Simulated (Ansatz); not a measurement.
**SiGeCl (sextet): the correlation ladder, cc-pVTZ**

The task here is to estimate one member of a computed series from the others.

Method: cc-pVTZ, core rule «outside noble gas», up to 24 orbitals frozen; program: Ansatz 0.2.0, Gaussian basis.

Plan: UHF; CCSD(T) on ROHF; CCSD(T) on UHF; BCCD(T) on ROHF; CCSDT(Q) on ROHF; CCSDT(Q) on UHF; CASSCF and NEVPT2, 15 electrons in 12 orbitals.

5 further runs of the same task are left out: 5 set aside as unsound or not needed.

## The geometry

The geometry is a PBE0/def2-TZVP stationary point (not a proven minimum) of the parent state, kept for this charge and spin. No spin-orbit coupling is included. The filled d shell of Ge may be among the frozen orbitals whatever the setting's name suggests; the logs give the count.

3 atoms, charge 0, spin multiplicity 6.

Atoms are counted from 1 here; the program's logs count them from 0.

Bond lengths: Cl1–Ge2 2.190 Å, Ge2–Si3 2.406 Å. Angles: Cl1–Ge2–Si3 108.0°.

The first run:

The input, in.yaml:

```yaml
crystal:
  periodic: [false, false, false]
  atoms:
    - {symbol: Cl, position_ang: [0.000000, -0.697134, 1.696808]}
    - {symbol: Ge, position_ang: [0.000000, 0.627975, -0.046205]}
    - {symbol: Si, position_ang: [0.000000, -0.744178, -2.022417]}
basis:
  gaussian: {orbitals: cc-pVTZ}
magnetization: {spin_polarized: true, initial_magnetization: 5}
hamiltonian: {xc: hf}
output: {orbitals: {seedname: orbitals}}
```

Command:

```console
$ ansatz run in.yaml --threads 1 --pin off --events-out ev --progress --plain --max-ram 4096MiB --backend cpu
```

Among the steps run: UHF; CCSD(T) on ROHF; CCSD(T) on UHF; BCCD(T) on ROHF; CCSDT(Q) on ROHF; CCSDT(Q) on UHF; CASSCF and NEVPT2, 15 electrons in 12 orbitals.

One of the session's tables, all rows but one given; the rest of the session is left out.

```
        method  from RCCSDT(Q) (meV)
          ROHF               +9834.9
           UHF               +9735.4
          RMP2               +1537.3
          UMP2               +1527.0
         RCCSD                +537.0
         UCCSD                +517.4
      RCCSD(T)                 +78.8
      UCCSD(T)                     ?
       BCCD(T)                 +74.9
        RCCSDT                 +27.2
        UCCSDT                  +9.1
     RCCSDT(Q)                     0
     UCCSDT(Q)                 -20.3
CASSCF valence               +8967.2
NEVPT2 valence               +2129.3
```

Q: Estimate the row for UCCSD(T) from the others.

The run gave: from RCCSDT(Q) (meV): +61.4. In the column «from RCCSDT(Q) (meV)» it lies between RCCSDT (+27.2) and BCCD(T) (+74.9).

To keep in mind: Restricted and unrestricted rows rest on different reference determinants; where their highest levels disagree by more than a few hundredths of an eV, they describe different states and don't form one ladder.
